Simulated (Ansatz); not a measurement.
# C₂H₅AlBF: a ladder of functionals and wavefunction methods

The task here is to estimate one member of a computed series from the others.

Computed with Ansatz 0.2.0, Gaussian basis. Level: functionals in def2-TZVPP, the program's frozen cores in correlated methods.

Plan: LDA (SPW92), PBE-D4, revPBE-D4, BLYP-D4, r2SCAN-D4, B97M-V, PBE0-D4, B3LYP-D4, r2SCANh-D4, r2SCAN0-D4, HSE06-D4, BHLYP-D4, CAM-B3LYP-D4, LC-ωPBE, ωB97X-V, ωB97M-V, B2PLYP, PBE-QIDH; CCSD(T)/def2-SVP; CCSD(T)/def2-TZVPP; MP2/def2-QZVPP; extrapolation to the limit; RPA on PBE.

### Structure used throughout

An earlier PBE0-D4 in a triple-zeta def2 set relaxation fixed the geometry.

SMILES `C[B]1[AlH][CH]1F`, 10 atoms, charge 0, spin multiplicity 1.

Atoms are counted from 1 here; the program's logs count them from 0.

Bond lengths: C1–B2 1.561 Å, C1–H6 1.093 Å, C1–H7 1.094 Å, C1–H8 1.093 Å, B2–Al3 1.979 Å, B2–C4 1.460 Å, Al3–C4 2.152 Å, Al3–H9 1.590 Å, C4–F5 1.357 Å, C4–H10 1.119 Å. Angles: B2–C1–H6 111.9°, B2–C1–H7 111.3°, B2–C1–H8 111.4°, H6–C1–H7 107.8°, H6–C1–H8 107.8°, H7–C1–H8 106.5°, C1–B2–Al3 149.9°, C1–B2–C4 134.3°, Al3–B2–C4 75.8°, B2–Al3–C4 41.1°, B2–Al3–H9 162.7°, C4–Al3–H9 121.6°, B2–C4–Al3 63.1°, B2–C4–F5 127.3°, B2–C4–H10 128.4°, Al3–C4–F5 169.6°, Al3–C4–H10 65.4°, F5–C4–H10 104.2°.

As a file:

```xyz
10
C2H5AlBF
C    -1.6941    0.2359    0.1092
B    -0.1835   -0.0570   -0.1524
Al    1.2469   -0.7533   -1.3292
C     1.0435    0.1567    0.6101
F     1.1604    0.7129    1.8427
H    -1.8560    0.6946    1.0884
H    -2.1048    0.9101   -0.6475
H    -2.2905   -0.6795    0.0661
H     2.6670   -1.1739   -1.9062
H     2.0944   -0.0978    0.3219
```

Set-up of the first run:

Input file in.yaml:

```yaml
crystal:
  periodic: [false, false, false]
  atoms:
    - {symbol: C, position_ang: [-1.694124, 0.235950, 0.109241]}
    - {symbol: B, position_ang: [-0.183509, -0.056992, -0.152413]}
    - {symbol: Al, position_ang: [1.246862, -0.753279, -1.329222]}
    - {symbol: C, position_ang: [1.043469, 0.156693, 0.610059]}
    - {symbol: F, position_ang: [1.160439, 0.712904, 1.842695]}
    - {symbol: H, position_ang: [-1.856008, 0.694619, 1.088353]}
    - {symbol: H, position_ang: [-2.104797, 0.910124, -0.647472]}
    - {symbol: H, position_ang: [-2.290479, -0.679545, 0.066104]}
    - {symbol: H, position_ang: [2.666960, -1.173912, -1.906210]}
    - {symbol: H, position_ang: [2.094385, -0.097762, 0.321866]}
basis:
  gaussian: {orbitals: def2-TZVPP}
hamiltonian: {xc: lda}
output: {orbitals: {seedname: orbitals}}
```

Launch:

```bash
$ ansatz run in.yaml --threads 2 --pin off --events-out ev --progress --plain --max-ram 4352MiB
```

Steps of the session up to this table: LDA; PBE-D4 (GGA); revPBE-D4 (GGA); BLYP-D4 (GGA); r2SCAN-D4 (meta-GGA); B97M-V (meta-GGA); PBE0-D4 (hybrid); B3LYP-D4 (hybrid); r2SCANh-D4 (hybrid); r2SCAN0-D4 (hybrid); HSE06-D4 (hybrid); BHLYP-D4 (hybrid); CAM-B3LYP-D4 (range-separated); LC-ωPBE (range-separated); ωB97X-V (range-separated); ωB97M-V (range-separated); B2PLYP (double hybrid); PBE-QIDH (double hybrid).

One of the session's tables, all rows but one given; the rest of the session is left out.

It belongs to the step «Frontier levels by functional». 

```
  functional  HOMO (eV)  LUMO (eV)  gap (eV)
 LDA (SPW92)      -5.82      -2.26      3.55
      PBE-D4      -5.65      -2.09      3.56
   revPBE-D4      -5.59      -2.02      3.57
     BLYP-D4      -5.47      -1.98      3.48
   r2SCAN-D4      -5.84      -1.85      3.99
      B97M-V      -5.83      -1.90      3.93
     PBE0-D4      -6.68      -1.35      5.34
    B3LYP-D4      -6.45      -1.55      4.90
  r2SCANh-D4      -6.23      -1.59      4.64
  r2SCAN0-D4      -6.82      -1.20      5.61
    HSE06-D4      -6.29      -1.71      4.58
    BHLYP-D4      -7.55      -0.57      6.98
CAM-B3LYP-D4      -7.89      -0.41      7.48
     LC-ωPBE      -9.18       0.58      9.76
     ωB97X-V      -8.85       0.53      9.39
     ωB97M-V          ?          ?         ?
```

Q: Estimate the row for ωB97M-V from the others.

The run gave: HOMO (eV): -8.78; LUMO (eV): 0.32; gap (eV): 9.10. In the column «HOMO (eV)» it lies between ωB97X-V (-8.85) and CAM-B3LYP-D4 (-7.89).
